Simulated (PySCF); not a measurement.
# ScO: bond curves at several levels of theory

Aim: find the lowest electronic state of ScO, scan its bond at several levels of theory, and get bond length, wavenumber and dissociation energy from each curve.

The runs use PySCF 2.14.0; Sc x2c-TZVPPall, O x2c-TZVPPall, spin-free X2C with a Gaussian nucleus.

## 1. Set-up

Settings of the job:

```
atoms                         : Sc, O
charge                        : 0
basis                         : Sc x2c-TZVPPall, O x2c-TZVPPall
Hamiltonian                   : spin-free X2C with a Gaussian nucleus
basis functions               : 95
electrons treated             : 29
masses in u                   : 44.9559, 15.9949
levels                        : PBE0, PBE, r²SCAN, TPSSh, M06-2X, B3LYP, LDA, ωB97M-V, HF, MP2, SCS-MP2, CCSD, CCSD(T)
grid                          : 80 radial by 434 angular points
occupations                   : held fixed by the projection of orbital angular momentum
dissociation limit            : Sc + O, each in its ground configuration
starting distance in angstrom : 1.920
values of 2S to try           : 1, 3, 5
```

Command:

```console
$ OMP_NUM_THREADS=1 python dia.py task.json out
```

After the search, every level is run at each distance in turn; below they are sorted by level.

## 2. Which determinant to follow

Unrestricted PBE0 solutions at 1.920 Å, counted from the lowest. The search isn't exhaustive.

```tsv
2Ms+1	unpaired	term	E (eV)	⟨S²⟩	⟨Lz²⟩	μ (D)
2	σ ↑	²Σ⁺	0.00	0.76	0.00	-5.61
2	δ ↑	²Δ	1.01	0.76	4.00	-8.98
2	π ↑	²Π	1.44	0.77	1.01	-6.68
4	σ ↑, π ↑, δ ↑	not assigned	1.83	3.75	5.01	-2.94
4	σ ↑, π ↑, δ ↑	not assigned	1.83	3.75	5.01	-2.93
2	σ ↑, π ↓, δ ↑	not assigned	1.84	1.76	5.01	-2.91
2	π ↑	²Π	1.97	0.76	1.04	-2.14
4	σ ↑, π ↑↑	not assigned	2.31	3.75	2.01	-2.02
4	σ ↑, π ↑↑	not assigned	2.45	3.75	2.04	-2.11
4	σ ↑↑, π ↑	⁴Π	2.91	3.75	1.06	-0.26
4	π ↑↑, δ ↑	not assigned	3.57	3.75	6.01	-2.82
4	π ↑↑, δ ↑	not assigned	3.64	3.75	6.02	-2.78
4	π ↑, δ ↑↑	not assigned	4.04	3.75	1.17	-5.56
6	σ ↑, π ↑↑↑, δ ↑	not assigned	7.97	8.75	5.01	3.10
```

A term symbol stands only where ⟨S²⟩ and ⟨Lz²⟩ are near those of a pure state. A positive dipole means Sc(−)O(+).

Followed over a short scan are these candidates:

```tsv
2Ms+1	unpaired	R at minimum (Å)	energy at minimum (eV)
2	σ ↑	1.65	0.00
2	δ ↑	1.70	1.52
2	π ↑	1.67	1.77
4	σ ↑, π ↑, δ ↑	1.95	2.95
```

The search made 17 SCF attempts at the starting distance; with the short scans it took 76 s of wall time (1 thread of Intel Xeon Platinum 8259CL at 2.50GHz (Skylake/Cascade Lake), shared host).

## 3. First curve: PBE0

State followed: ²Σ⁺ (doublet), unpaired electrons σ ↑. The scan is laid around 1.650 Å.

The SCF at the reference distance, 1.650 Å, printed:

```text
******** <class 'pyscf.dft.uks_symm.SymAdaptedUKS'> ********
method = SymAdaptedUKS
initial guess = minao
damping factor = 0
level_shift factor = 0
DIIS = <class 'pyscf.scf.diis.CDIIS'>
diis_start_cycle = 1
diis_space = 10
diis_damp = 0
SCF conv_tol = 1e-09
SCF conv_tol_grad = None
SCF max_cycles = 60
direct_scf = False
max_memory 2100 MB (current use 879 MB)
number electrons alpha = 15  beta = 14
XC library pyscf.dft.libxc version 7.0.0
    S. Lehtola, C. Steigemann, M. J.T. Oliveira, and M. A.L. Marques.,  SoftwareX 7, 1–5 (2018)
XC functionals = PBE0
    C. Adamo and V. Barone.,  J. Chem. Phys. 110, 6158 (1999)
    M. Ernzerhof and G. E. Scuseria.,  J. Chem. Phys. 110, 5029 (1999)
small_rho_cutoff = 0
Overwritten attributes  get_jk get_occ get_hcore get_j get_k  of <class 'pyscf.dft.uks_symm.SymAdaptedUKS'>
<class 'pyscf.dft.uks_symm.SymAdaptedUKS'> does not have attributes  refdm
Set gradient conv threshold to 3.16228e-05
init E= -839.31222236242
cycle= 1 E= -839.314790755844  delta_E= -0.00257  |g|= 0.00447  |ddm|= 0.00549
cycle= 2 E= -839.314714224525  delta_E= 7.65e-05  |g|= 0.0149  |ddm|= 0.00879
cycle= 3 E= -839.314799132106  delta_E= -8.49e-05  |g|= 0.000724  |ddm|= 0.00629
cycle= 4 E= -839.314799309569  delta_E= -1.77e-07  |g|= 0.000133  |ddm|= 0.000392
cycle= 5 E= -839.314799319592  delta_E= -1e-08  |g|= 2.75e-05  |ddm|= 0.000122
cycle= 6 E= -839.314799320435  delta_E= -8.43e-10  |g|= 1.26e-05  |ddm|= 6.12e-05
Extra cycle  E= -839.314799320303  delta_E= 1.32e-10  |g|= 2.75e-05  |ddm|= 2.48e-05
converged SCF energy = -839.314799320303  <S^2> = 0.75187588  2S+1 = 2.001875
```

The curve and what changes along it:

```tsv
R (Å)	E (eV)	μ (D)	Mulliken charge of Sc (e)	Mayer bond order	⟨S²⟩	HOMO (eV)	LUMO (eV)
1.4190	1.6988	-1.77	0.39	2.37	0.75	-4.20	-1.86
1.4850	0.7772	-2.41	0.42	2.36	0.75	-4.39	-2.00
1.5510	0.2479	-3.00	0.45	2.35	0.75	-4.56	-2.13
1.6005	0.0545	-3.41	0.47	2.34	0.75	-4.68	-2.23
1.6500	0.0000	-3.80	0.48	2.33	0.75	-4.80	-2.33
1.6995	0.0570	-4.17	0.49	2.33	0.75	-4.90	-2.42
1.7655	0.2667	-4.64	0.50	2.32	0.75	-5.04	-2.54
1.8480	0.6818	-5.17	0.51	2.31	0.76	-5.19	-2.67
1.9470	1.3180	-5.76	0.50	2.30	0.76	-5.34	-2.81
2.0790	2.2692	-6.42	0.51	2.25	0.81	-5.49	-2.93
```

The fit gives Re = 1.648 Å, ωe = 1028 cm⁻¹, ωexe = 3.55 cm⁻¹, αe = 0.00244 cm⁻¹, Be = 0.5264 cm⁻¹, De = 6.94 eV, μ = -3.78 D.

Orbitals nearest the gap at 1.650 Å:

```tsv
spin	orbital	ε (eV)	filled	made of
β	π	-35.69	yes	Sc p 100 %
β	σ	-22.92	yes	O s 87 %
α	σ	-22.86	yes	O s 87 %
β	π	-8.29	yes	O p 77 %, Sc d 19 %
β	π	-8.29	yes	O p 77 %, Sc d 19 %
α	π	-8.26	yes	O p 76 %, Sc d 20 %
α	π	-8.26	yes	O p 76 %, Sc d 20 %
β	σ	-8.10	yes	O p 73 %, Sc d 21 %
α	σ	-8.08	yes	O p 71 %, Sc d 23 %
α	σ	-4.80	yes	Sc s 84 %, Sc p 11 %
β	σ	-2.33	no	Sc s 82 %, Sc p 9 %
α	δ	-1.47	no	Sc d 100 %
α	δ	-1.47	no	Sc d 100 %
β	δ	-1.01	no	Sc d 100 %
```

Polarisability there: 83.7 bohr³ along the bond, 120.0 across it. Without diffuse functions these come out too small, above all across the bond.

## 4. Fields at the reference distance

Orbitals, density, ELF and potential are computed afterwards from the orbital file.

Frontier orbitals at PBE0 (alpha spin), with the share of their density that lies nearest to each atom:

```tsv
orbital	energy (eV)	lies on
HOMO-1	-8.08	O2 74 %; Sc1 26 %
HOMO	-4.80	Sc1 96 %
LUMO	-1.47	Sc1 97 %
```

ELF in a plane through or near 2 of the atoms.

Values, 10 rows by 14 columns:
```
0.04 0.25 0.72 0.87 0.86 0.74 0.37 0.06 0.02 0.00 0.00 0.00 0.00 0.00
0.40 0.83 0.97 0.97 0.89 0.67 0.32 0.13 0.11 0.07 0.03 0.01 0.00 0.00
0.73 0.93 0.95 0.85 0.50 0.23 0.11 0.19 0.31 0.25 0.14 0.06 0.00 0.00
0.88 0.94 0.70 0.23 0.18 0.36 0.18 0.40 0.70 0.66 0.48 0.23 0.04 0.00
0.92 0.90 0.33 0.21 0.81 0.60 0.77 0.56 0.75 0.86 0.79 0.49 0.11 0.01
0.92 0.89 0.28 0.30 0.79 0.73 0.59 0.61 0.28 0.77 0.84 0.54 0.13 0.01
0.90 0.93 0.48 0.14 0.56 0.80 0.60 0.49 0.81 0.81 0.67 0.37 0.08 0.01
0.83 0.95 0.88 0.55 0.17 0.11 0.06 0.28 0.51 0.45 0.28 0.13 0.02 0.00
0.64 0.92 0.97 0.92 0.68 0.36 0.17 0.17 0.23 0.18 0.09 0.03 0.00 0.00
0.17 0.59 0.91 0.96 0.92 0.79 0.41 0.09 0.05 0.02 0.01 0.00 0.00 0.00
```
The map spans 6.8 Å across and 5.2 Å up, centred on the molecule. Atoms in the plane (x, y in Å): Sc1 (-0.8, 0.0), O2 (0.8, 0.0).

log10 of the density (e/Å³) in the same plane.

Values, 10 rows by 14 columns:
```
-3.2 -2.9 -2.6 -2.4 -2.4 -2.4 -2.5 -2.7 -2.9 -3.2 -3.5 -3.8 -4.0 -4.0
-2.8 -2.5 -2.1 -2.0 -1.9 -1.9 -2.0 -2.1 -2.1 -2.3 -2.6 -3.0 -3.7 -4.0
-2.5 -2.2 -1.9 -1.7 -1.5 -1.5 -1.5 -1.5 -1.5 -1.6 -2.0 -2.4 -3.2 -3.9
-2.3 -2.0 -1.6 -1.3 -0.7 -0.4 -0.6 -0.7 -0.5 -0.6 -1.1 -1.7 -2.6 -3.3
-2.2 -1.8 -1.4 -0.8  0.5  1.1  0.7  0.1  0.6  0.4 -0.4 -1.2 -2.3 -3.0
-2.2 -1.8 -1.3 -0.6  0.7  3.5  1.0  0.3  1.3  0.7 -0.2 -1.1 -2.2 -3.0
-2.2 -1.9 -1.5 -1.0  0.0  0.4  0.1 -0.2  0.1 -0.1 -0.7 -1.4 -2.4 -3.2
-2.4 -2.1 -1.7 -1.5 -1.2 -1.1 -1.2 -1.1 -1.0 -1.2 -1.5 -2.1 -2.9 -3.6
-2.6 -2.3 -2.0 -1.8 -1.6 -1.6 -1.7 -1.7 -1.7 -1.9 -2.2 -2.6 -3.3 -4.0
-3.0 -2.7 -2.4 -2.2 -2.1 -2.1 -2.2 -2.4 -2.5 -2.7 -3.0 -3.4 -4.0 -4.0
```
The map spans 6.8 Å across and 5.2 Å up, centred on the molecule. Atoms in the plane (x, y in Å): Sc1 (-0.8, 0.0), O2 (0.8, 0.0).

On the surface of density 0.002 e/bohr³ the electrostatic potential runs, from the 1st to the 99th percentile, from -2.25 V near O2 to 2.41 V near Sc1.

The spin density lies nearest to Sc1 92 %; O2 8 % (both signs).

## 5. Excited determinants

State 2: ²Δ (doublet), unpaired electrons δ ↑, an excited solution.

Log of the SCF at 1.650 Å:

```text
[... 13 set-up lines left out, the same as in an earlier log ...]
max_memory 2100 MB (current use 936 MB)
[... 8 set-up lines left out, the same as in an earlier log ...]
init E= -839.254923109726
cycle= 1 E= -839.257251083296  delta_E= -0.00233  |g|= 0.00374  |ddm|= 0.00474
cycle= 2 E= -839.257204151481  delta_E= 4.69e-05  |g|= 0.0118  |ddm|= 0.00718
cycle= 3 E= -839.257257357819  delta_E= -5.32e-05  |g|= 0.000617  |ddm|= 0.00485
cycle= 4 E= -839.257257504104  delta_E= -1.46e-07  |g|= 0.000159  |ddm|= 0.000372
cycle= 5 E= -839.257257523063  delta_E= -1.9e-08  |g|= 3.36e-05  |ddm|= 0.000212
cycle= 6 E= -839.257257524682  delta_E= -1.62e-09  |g|= 1.36e-05  |ddm|= 9.46e-05
cycle= 7 E= -839.257257524795  delta_E= -1.14e-10  |g|= 3.53e-06  |ddm|= 1.96e-05
Extra cycle  E= -839.257257524784  delta_E= 1.16e-11  |g|= 7.4e-06  |ddm|= 7.01e-06
converged SCF energy = -839.257257524784  <S^2> = 0.75260937  2S+1 = 2.0026077
```

Re = 1.699 Å, ωe = 905 cm⁻¹, ωexe = 3.60 cm⁻¹, αe = 0.00263 cm⁻¹, Be = 0.4952 cm⁻¹, μ = -7.73 D. Its minimum lies 1.52 eV above that of the lowest state.

State 3: ²Π (doublet), unpaired electrons π ↑, an excited solution.

The SCF at the reference distance, 1.650 Å, printed:

```text
[... 22 set-up lines left out, the same as in an earlier log ...]
init E= -839.246742855081
cycle= 1 E= -839.249306910389  delta_E= -0.00256  |g|= 0.00431  |ddm|= 0.00615
cycle= 2 E= -839.249244317996  delta_E= 6.26e-05  |g|= 0.0136  |ddm|= 0.00792
cycle= 3 E= -839.24931491085  delta_E= -7.06e-05  |g|= 0.0007  |ddm|= 0.00559
cycle= 4 E= -839.24931510718  delta_E= -1.96e-07  |g|= 0.00023  |ddm|= 0.000676
cycle= 5 E= -839.249315142214  delta_E= -3.5e-08  |g|= 5.3e-05  |ddm|= 0.000227
cycle= 6 E= -839.249315151318  delta_E= -9.1e-09  |g|= 3.8e-05  |ddm|= 0.000266
cycle= 7 E= -839.249315152691  delta_E= -1.37e-09  |g|= 7.1e-06  |ddm|= 8.8e-05
cycle= 8 E= -839.249315152753  delta_E= -6.17e-11  |g|= 1.53e-06  |ddm|= 1.36e-05
Extra cycle  E= -839.249315152758  delta_E= -4.66e-12  |g|= 2.08e-06  |ddm|= 3.1e-06
converged SCF energy = -839.249315152758  <S^2> = 0.75220765  2S+1 = 2.0022064
```

Re = 1.668 Å, ωe = 930 cm⁻¹, ωexe = 4.07 cm⁻¹, αe = 0.00297 cm⁻¹, Be = 0.5134 cm⁻¹, μ = -4.26 D. Its minimum lies 1.78 eV above that of the lowest state.

State 4: quartet, unpaired electrons σ ↑, π ↑, δ ↑, an excited solution.

Output of the SCF at 1.650 Å:

```text
[... 13 set-up lines left out, the same as in an earlier log ...]
max_memory 2100 MB (current use 937 MB)
number electrons alpha = 16  beta = 13
[... 7 set-up lines left out, the same as in an earlier log ...]
init E= -839.160330385464
cycle= 1 E= -839.162230022006  delta_E= -0.0019  |g|= 0.00204  |ddm|= 0.00451
cycle= 2 E= -839.162227501825  delta_E= 2.52e-06  |g|= 0.00338  |ddm|= 0.00458
cycle= 3 E= -839.16223208017  delta_E= -4.58e-06  |g|= 0.000369  |ddm|= 0.00221
cycle= 4 E= -839.162232126853  delta_E= -4.67e-08  |g|= 7.77e-05  |ddm|= 0.000285
cycle= 5 E= -839.162232132801  delta_E= -5.95e-09  |g|= 2.51e-05  |ddm|= 0.000132
cycle= 6 E= -839.162232133752  delta_E= -9.5e-10  |g|= 1.06e-05  |ddm|= 6.98e-05
Extra cycle  E= -839.162232133917  delta_E= -1.65e-10  |g|= 8.78e-06  |ddm|= 3e-05
converged SCF energy = -839.162232133917  <S^2> = 3.7522762  2S+1 = 4.0011379
```

Re = 1.946 Å, ωe = 622 cm⁻¹; the determinant mixes terms (⟨S²⟩ = 3.75, ⟨Lz²⟩ = 5.01), so these belong to no real state. Its minimum lies 2.95 eV above that of the lowest state.

Energy (eV) from the lowest point of the lowest state:

```tsv
R (Å)	lowest	state 2	state 3	state 4
1.419	1.699	3.665	3.540	8.609
1.485	0.777	2.650	2.630	6.816
1.551	0.248	2.007	2.089	5.483
1.601	0.054	1.720	1.872	4.730
1.650	0.000	1.566	1.782	4.152
1.700	0.057	1.520	1.793	3.718
1.766	0.267	1.592	1.927	3.321
1.848	0.682	1.836	2.229	3.049
1.947	1.318	2.273	2.709	2.954
2.079	2.269	2.965	3.426	3.075
```

## 6. PBE

The SCF at the reference distance, 1.650 Å, printed:

```text
[... 17 set-up lines left out, the same as in an earlier log ...]
XC functionals = PBE
    J. P. Perdew, K. Burke, and M. Ernzerhof.,  Phys. Rev. Lett. 77, 3865 (1996)
    J. P. Perdew, K. Burke, and M. Ernzerhof.,  Phys. Rev. Lett. 78, 1396 (1997)
    J. P. Perdew, K. Burke, and M. Ernzerhof.,  Phys. Rev. Lett. 77, 3865 (1996)
    J. P. Perdew, K. Burke, and M. Ernzerhof.,  Phys. Rev. Lett. 78, 1396 (1997)
[... 2 set-up lines left out, the same as in an earlier log ...]
init E= -839.303681555917
cycle= 1 E= -839.286446458157  delta_E= 0.0172  |g|= 0.226  |ddm|= 0.144
cycle= 2 E= -839.021267691533  delta_E= 0.265  |g|= 0.823  |ddm|= 0.52
cycle= 3 E= -839.305985764072  delta_E= -0.285  |g|= 0.0414  |ddm|= 0.392
cycle= 4 E= -839.306500329749  delta_E= -0.000515  |g|= 0.0278  |ddm|= 0.065
cycle= 5 E= -839.306775012035  delta_E= -0.000275  |g|= 0.0112  |ddm|= 0.0194
cycle= 6 E= -839.306827263476  delta_E= -5.23e-05  |g|= 0.00113  |ddm|= 0.00518
cycle= 7 E= -839.306827713683  delta_E= -4.5e-07  |g|= 0.000136  |ddm|= 0.000465
cycle= 8 E= -839.306827719846  delta_E= -6.16e-09  |g|= 3.44e-05  |ddm|= 8.44e-05
cycle= 9 E= -839.306827720412  delta_E= -5.66e-10  |g|= 3.58e-06  |ddm|= 2.17e-05
Extra cycle  E= -839.306827720376  delta_E= 3.62e-11  |g|= 1.09e-05  |ddm|= 7.61e-06
converged SCF energy = -839.306827720376  <S^2> = 0.75163868  2S+1 = 2.001638
```

Re = 1.666 Å, ωe = 980 cm⁻¹, ωexe = 3.85 cm⁻¹, αe = 0.00268 cm⁻¹, Be = 0.5151 cm⁻¹, De = 7.87 eV, μ = -3.62 D. 21 s of CPU time for 12 points, integrals apart.

## 7. r²SCAN

The SCF at the reference distance, 1.650 Å, printed:

```text
[... 17 set-up lines left out, the same as in an earlier log ...]
XC functionals = R2SCAN
    J. W. Furness, A. D. Kaplan, J. Ning, J. P. Perdew, and J. Sun.,  J. Phys. Chem. Lett. 11, 8208-8215 (2020)
    J. W. Furness, A. D. Kaplan, J. Ning, J. P. Perdew, and J. Sun.,  J. Phys. Chem. Lett. 11, 9248-9248 (2020)
    J. W. Furness, A. D. Kaplan, J. Ning, J. P. Perdew, and J. Sun.,  J. Phys. Chem. Lett. 11, 8208-8215 (2020)
    J. W. Furness, A. D. Kaplan, J. Ning, J. P. Perdew, and J. Sun.,  J. Phys. Chem. Lett. 11, 9248-9248 (2020)
[... 2 set-up lines left out, the same as in an earlier log ...]
init E= -839.514975474367
cycle= 1 E= -839.514589267032  delta_E= 0.000386  |g|= 0.0582  |ddm|= 0.0927
cycle= 2 E= -839.491258488304  delta_E= 0.0233  |g|= 0.246  |ddm|= 0.147
cycle= 3 E= -839.516008231118  delta_E= -0.0247  |g|= 0.0111  |ddm|= 0.109
cycle= 4 E= -839.516063352028  delta_E= -5.51e-05  |g|= 0.00132  |ddm|= 0.0112
cycle= 5 E= -839.516063723581  delta_E= -3.72e-07  |g|= 0.000915  |ddm|= 0.00149
cycle= 6 E= -839.516064064855  delta_E= -3.41e-07  |g|= 0.000237  |ddm|= 0.000489
cycle= 7 E= -839.516064087722  delta_E= -2.29e-08  |g|= 4.73e-05  |ddm|= 0.000185
cycle= 8 E= -839.516064088844  delta_E= -1.12e-09  |g|= 4.01e-06  |ddm|= 3.71e-05
cycle= 9 E= -839.516064088863  delta_E= -1.93e-11  |g|= 1.33e-06  |ddm|= 7.36e-06
Extra cycle  E= -839.516064088866  delta_E= -2.96e-12  |g|= 7.25e-07  |ddm|= 2.22e-06
converged SCF energy = -839.516064088866  <S^2> = 0.75234227  2S+1 = 2.0023409
```

Re = 1.659 Å, ωe = 1006 cm⁻¹, ωexe = 3.70 cm⁻¹, αe = 0.00253 cm⁻¹, Be = 0.5191 cm⁻¹, De = 7.44 eV, μ = -3.66 D.

## 8. TPSSh (hybrid meta-GGA)

Output of the SCF at 1.650 Å:

```text
[... 17 set-up lines left out, the same as in an earlier log ...]
XC functionals = TPSSH
    V. N. Staroverov, G. E. Scuseria, J. Tao, and J. P. Perdew.,  J. Chem. Phys. 119, 12129 (2003)
[... 2 set-up lines left out, the same as in an earlier log ...]
init E= -839.597780289002
cycle= 1 E= -839.597728219373  delta_E= 5.21e-05  |g|= 0.0422  |ddm|= 0.0899
cycle= 2 E= -839.587645936004  delta_E= 0.0101  |g|= 0.165  |ddm|= 0.104
cycle= 3 E= -839.598470841483  delta_E= -0.0108  |g|= 0.00886  |ddm|= 0.0726
cycle= 4 E= -839.598503165163  delta_E= -3.23e-05  |g|= 0.0012  |ddm|= 0.00963
cycle= 5 E= -839.598503758403  delta_E= -5.93e-07  |g|= 0.000415  |ddm|= 0.00157
cycle= 6 E= -839.598503845351  delta_E= -8.69e-08  |g|= 0.000126  |ddm|= 0.000551
cycle= 7 E= -839.59850386082  delta_E= -1.55e-08  |g|= 5.87e-05  |ddm|= 0.000432
cycle= 8 E= -839.598503863488  delta_E= -2.67e-09  |g|= 9.58e-06  |ddm|= 8.3e-05
cycle= 9 E= -839.598503863558  delta_E= -7.04e-11  |g|= 5.48e-06  |ddm|= 3.37e-05
Extra cycle  E= -839.598503863355  delta_E= 2.04e-10  |g|= 2.36e-05  |ddm|= 1.39e-05
converged SCF energy = -839.598503863355  <S^2> = 0.75136821  2S+1 = 2.0013677
```

Re = 1.662 Å, ωe = 1002 cm⁻¹, ωexe = 3.63 cm⁻¹, αe = 0.00249 cm⁻¹, Be = 0.5172 cm⁻¹, De = 7.09 eV, μ = -3.65 D. 41 s of CPU time for 12 points, integrals apart.

## 9. M06-2X (hybrid meta-GGA)

The SCF at the reference distance, 1.650 Å, printed:

```text
[... 13 set-up lines left out, the same as in an earlier log ...]
max_memory 2100 MB (current use 938 MB)
[... 3 set-up lines left out, the same as in an earlier log ...]
XC functionals = M062X
    Y. Zhao and D. G. Truhlar.,  Theor. Chem. Acc. 120, 215 (2008)
    Y. Zhao and D. G. Truhlar.,  Theor. Chem. Acc. 120, 215 (2008)
[... 2 set-up lines left out, the same as in an earlier log ...]
init E= -839.547039971908
cycle= 1 E= -839.550089292971  delta_E= -0.00305  |g|= 0.0453  |ddm|= 0.189
cycle= 2 E= -839.547708446802  delta_E= 0.00238  |g|= 0.0934  |ddm|= 0.11
cycle= 3 E= -839.550970652095  delta_E= -0.00326  |g|= 0.012  |ddm|= 0.0435
cycle= 4 E= -839.551029429906  delta_E= -5.88e-05  |g|= 0.00222  |ddm|= 0.0118
cycle= 5 E= -839.55104185606  delta_E= -1.24e-05  |g|= 0.000987  |ddm|= 0.0138
cycle= 6 E= -839.551045055057  delta_E= -3.2e-06  |g|= 0.000574  |ddm|= 0.00391
cycle= 7 E= -839.551046164197  delta_E= -1.11e-06  |g|= 0.000217  |ddm|= 0.00192
cycle= 8 E= -839.551046307821  delta_E= -1.44e-07  |g|= 5.24e-05  |ddm|= 0.00126
cycle= 9 E= -839.551046311782  delta_E= -3.96e-09  |g|= 8.57e-06  |ddm|= 0.000247
cycle= 10 E= -839.55104631194  delta_E= -1.58e-10  |g|= 2.76e-06  |ddm|= 4.05e-05
Extra cycle  E= -839.55104631196  delta_E= -2.05e-11  |g|= 3.1e-06  |ddm|= 8.74e-06
converged SCF energy = -839.55104631196  <S^2> = 0.75059363  2S+1 = 2.0005935
```

Re = 1.650 Å, ωe = 1048 cm⁻¹, Be = 0.5247 cm⁻¹, De = 6.48 eV, μ = -4.33 D. 98 s of CPU time for 12 points, integrals apart.

## 10. B3LYP (global hybrid GGA)

Output of the SCF at 1.650 Å:

```text
[... 17 set-up lines left out, the same as in an earlier log ...]
XC functionals = B3LYP
    P. J. Stephens, F. J. Devlin, C. F. Chabalowski, and M. J. Frisch.,  J. Phys. Chem. 98, 11623 (1994)
[... 2 set-up lines left out, the same as in an earlier log ...]
init E= -839.605080828827
cycle= 1 E= -839.605929842381  delta_E= -0.000849  |g|= 0.0119  |ddm|= 0.0684
cycle= 2 E= -839.605963124471  delta_E= -3.33e-05  |g|= 0.00846  |ddm|= 0.0173
cycle= 3 E= -839.605989571952  delta_E= -2.64e-05  |g|= 0.00173  |ddm|= 0.00903
cycle= 4 E= -839.605989235366  delta_E= 3.37e-07  |g|= 0.00225  |ddm|= 0.00209
cycle= 5 E= -839.605991240756  delta_E= -2.01e-06  |g|= 0.000718  |ddm|= 0.00154
cycle= 6 E= -839.605991581708  delta_E= -3.41e-07  |g|= 0.000174  |ddm|= 0.0009
cycle= 7 E= -839.605991633632  delta_E= -5.19e-08  |g|= 6.27e-05  |ddm|= 0.000526
cycle= 8 E= -839.605991639511  delta_E= -5.88e-09  |g|= 1.29e-05  |ddm|= 0.000133
cycle= 9 E= -839.605991640029  delta_E= -5.18e-10  |g|= 2.7e-06  |ddm|= 5.8e-05
Extra cycle  E= -839.60599164002  delta_E= 9.09e-12  |g|= 6.93e-06  |ddm|= 1.03e-05
converged SCF energy = -839.60599164002  <S^2> = 0.75091771  2S+1 = 2.0009175
```

Re = 1.661 Å, ωe = 1005 cm⁻¹, ωexe = 3.60 cm⁻¹, αe = 0.00248 cm⁻¹, Be = 0.5179 cm⁻¹, De = 6.94 eV, μ = -4.06 D.

## 11. LDA (local density)

Output of the SCF at 1.650 Å:

```text
[... 13 set-up lines left out, the same as in an earlier log ...]
max_memory 2100 MB (current use 939 MB)
[... 3 set-up lines left out, the same as in an earlier log ...]
XC functionals = LDA,VWN
    P. A. M. Dirac.,  Math. Proc. Cambridge Philos. Soc. 26, 376 (1930)
    F. Bloch.,  Z. Phys. 57, 545 (1929)
    S. H. Vosko, L. Wilk, and M. Nusair.,  Can. J. Phys. 58, 1200 (1980)
[... 2 set-up lines left out, the same as in an earlier log ...]
init E= -837.095811037173
cycle= 1 E= -837.071341746356  delta_E= 0.0245  |g|= 0.288  |ddm|= 0.216
cycle= 2 E= -836.691492070326  delta_E= 0.38  |g|= 0.995  |ddm|= 0.616
cycle= 3 E= -837.101970391796  delta_E= -0.41  |g|= 0.0499  |ddm|= 0.467
cycle= 4 E= -837.102356012532  delta_E= -0.000386  |g|= 0.0468  |ddm|= 0.0811
cycle= 5 E= -837.103144075342  delta_E= -0.000788  |g|= 0.0176  |ddm|= 0.0276
cycle= 6 E= -837.103272015869  delta_E= -0.000128  |g|= 0.00168  |ddm|= 0.0078
cycle= 7 E= -837.103272867956  delta_E= -8.52e-07  |g|= 0.000697  |ddm|= 0.000828
cycle= 8 E= -837.103273068373  delta_E= -2e-07  |g|= 3.16e-05  |ddm|= 0.00036
cycle= 9 E= -837.103273068802  delta_E= -4.29e-10  |g|= 4.06e-06  |ddm|= 2.24e-05
Extra cycle  E= -837.10327306878  delta_E= 2.24e-11  |g|= 9.5e-06  |ddm|= 1.16e-05
converged SCF energy = -837.10327306878  <S^2> = 0.75173486  2S+1 = 2.0017341
```

Re = 1.647 Å, ωe = 1014 cm⁻¹, ωexe = 3.86 cm⁻¹, αe = 0.00264 cm⁻¹, Be = 0.5270 cm⁻¹, De = 9.06 eV, μ = -3.70 D. 18 s of CPU time for 12 points, integrals apart.

[end of part 1 of 2]
